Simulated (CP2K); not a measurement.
Runs of CP2K 2026.2 on Cd2S. It takes space group P3m1 (No. 156, trigonal). The conventional cell has a = 3.963 Å, b = 3.963 Å, c = 5.809 Å, α = 90.00°, β = 90.00°, γ = 120.00°. Cd (site symmetry 3m) is surrounded by 1 S at 2.52 Å. Cd (site symmetry 3m) is surrounded by 3 S at 2.60 Å. Around S (site symmetry 3m) lie 4 Cd at 2.52 to 2.60 Å. The cell comes from a database or a generator and needn't be the stable form of this composition.

```csv
level,potentials or basis,smearing,NGRIDS,points a segment of the path (NPOINTS),bands added on the path,CUTOFF of the grids,pressure (GPa),largest force (eV/Å)
LDA,"GTH_POTENTIALS Cd GTH-PADE-q12, S GTH-PADE-q6; TZVP-MOLOPT-PBE-GTH basis",fermi-dirac 0.0259 eV,4,10,2,450 Ry,(a),0.16
PBEsol,"POTENTIAL_UZH Cd GTH-PBE-q12, S GTH-PBE-q6; TZVP-MOLOPT-PBE-GTH basis",fermi-dirac 0.05 eV,5,8,2,450 Ry,-2.5,0.12
PBE,"POTENTIAL_UZH Cd GTH-PBE-q12, S GTH-PBE-q6; TZVP-MOLOPT-PBE-GTH basis",fermi-dirac 0.1 eV,4,8,6,450 Ry,0.2,0.05
r2SCAN,"POTENTIAL_UZH Cd GTH-SCAN-q12, S GTH-SCAN-q6; TZVP-MOLOPT-SCAN-GTH basis",fermi-dirac 0.0259 eV,5,10,4,675 Ry,-1.6,(b)
```

Alike in all rows: task band structure; no spin polarisation; cell as given; k mesh 8 × 8 × 5.

Question: Fill in the values left out.

Answer: (a) -4.5; (b) 0.02.

Caveats: the basis of atomic orbitals isn't converged, which shifts pressures, moduli and gaps; the potentials were made for another functional, which shifts forces and pressure (some runs).
